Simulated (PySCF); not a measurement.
# Cl4La (La(Cl)4-): the cost of one run

Method: PBE0, La def2-SVP with ECP46, Cl def2-SVP; scalar-relativistic core potentials, no spin–orbit coupling; program: PySCF 2.14.0.

1 further run of the same task is left out (for a known fault of the program).

### Step 1. Where the work starts

5 atoms, charge -1, spin multiplicity 1.

Bond lengths: La1–Cl2 2.675 Å, La1–Cl3 2.675 Å, La1–Cl4 2.675 Å, La1–Cl5 2.675 Å. Angles: Cl2–La1–Cl3 109.5°, Cl2–La1–Cl4 109.5°, Cl2–La1–Cl5 109.5°, Cl3–La1–Cl4 109.5°, Cl3–La1–Cl5 109.5°, Cl4–La1–Cl5 109.5°.

Geometry (Å):

```
atom    x (Å)    y (Å)    z (Å)
 La1   0.0000   0.0000   0.0000
 Cl2   1.5447   1.5447   1.5447
 Cl3  -1.5447  -1.5447   1.5447
 Cl4   1.5447  -1.5447  -1.5447
 Cl5  -1.5447   1.5447  -1.5447
```

Formal oxidation states: La +3. An earlier session relaxed this geometry at PBE0, La def2-SVP with ECP46, Cl def2-SVP (singlet, point group Td).

Its energy there is -1871.665075 Eh.

### Step 2. One electron removed, multiplicity 2

Input file run.py (the lines that set the calculation):

```python
mol = gto.M(atom='''
La     0.00000     0.00000     0.00000
Cl     1.54466     1.54466     1.54466
Cl    -1.54466    -1.54466     1.54466
Cl     1.54466    -1.54466    -1.54466
Cl    -1.54466     1.54466    -1.54466''',
    basis={'La': 'def2-SVP', 'Cl': 'def2-SVP'},
    ecp={'La': 'def2-SVP'},
    charge=0, spin=1)
mf = dft.UKS(mol, xc='PBE0')
mf.grids.atom_grid = (50, 194)  # f atoms: unpruned, at least (60, 302)
mf = mf.density_fit()  # fitting sets: La def2-universal-JKFIT, Cl def2-universal-JKFIT
mf.conv_tol = 1e-08; mf.max_cycle = 55
mf.kernel(dm0)  # dm0: the density of the relaxed state
```

Launch:

```
$ OMP_NUM_THREADS=2 python run.py
```

**Question.** How long does this run take on 2 threads of Arm Neoverse V2, shared host?

About 6.3 s.
